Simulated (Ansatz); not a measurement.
# NaW: the cost of one run

Method: DFT PBE, scalar-relativistic, plane waves, PAW, in Ansatz 0.2.0.

**1. The starting structure**

Symmetry: Imma, No. 74, orthorhombic system. Conventional cell: a = 6.448 Å, b = 6.878 Å, c = 3.553 Å, α = 90.00°, β = 90.00°, γ = 90.00°. Around Na (site symmetry 2/m) lie 2 W at 2.16 Å. W (site symmetry mm2) is surrounded by 2 Na at 2.16 Å.

Coordinates:

```xyz
4
Lattice="-3.2239 3.4390 1.7767 3.2239 -3.4390 1.7767 3.2239 3.4390 -1.7767" Properties=species:S:1:pos:R:3 pbc="T T T"
Na    1.6119    1.7195    0.8883
Na   -1.6119    1.7195    0.8883
W     0.0000    5.1584    0.5505
W     3.2239   -1.7195    1.2262
```

**2. Coarse relaxation**

Contents of input.yaml:

```yaml
crystal:
  lattice:
    - [-3.2238703115, 3.4389506437, 1.7766722657]
    - [3.2238703115, -3.4389506437, 1.7766722657]
    - [3.2238703115, 3.4389506437, -1.7766722657]
  atoms:
    - { symbol: Na, position: [0.5, 0.5, 0.5] }
    - { symbol: Na, position: [0.5, 0.0, 0.0] }
    - { symbol: W, position: [0.9049241033, 0.1549241033, 0.75] }
    - { symbol: W, position: [0.0950758967, 0.8450758967, 0.25] }
basis:
  ecutwfc: 420
kpoints:
  mp_grid: { grid: [6, 6, 6] }
hamiltonian:
  xc: pbe
scf:
  occupations: { method: gaussian, width: 0.1 }
  lower_state_search: "off"
output:
  forces: true
  stress: true
  eigenvalues: true
relax:
  adjacent_minimum: "off"
  f_tol: 0.04
  max_steps: 70
  cell: { stress_tol: 0.4 }
```

Run with:

```sh
$ ansatz run input.yaml --threads 1 --pin off --max-ram 2560MiB --backend cpu --events-out ev --progress --plain --runs-dir out
```

What time and memory should one allow on 1 thread of Intel Xeon 6975P-C (Granite Rapids), shared host?

About 79 s, with a peak of 0.5 GiB.
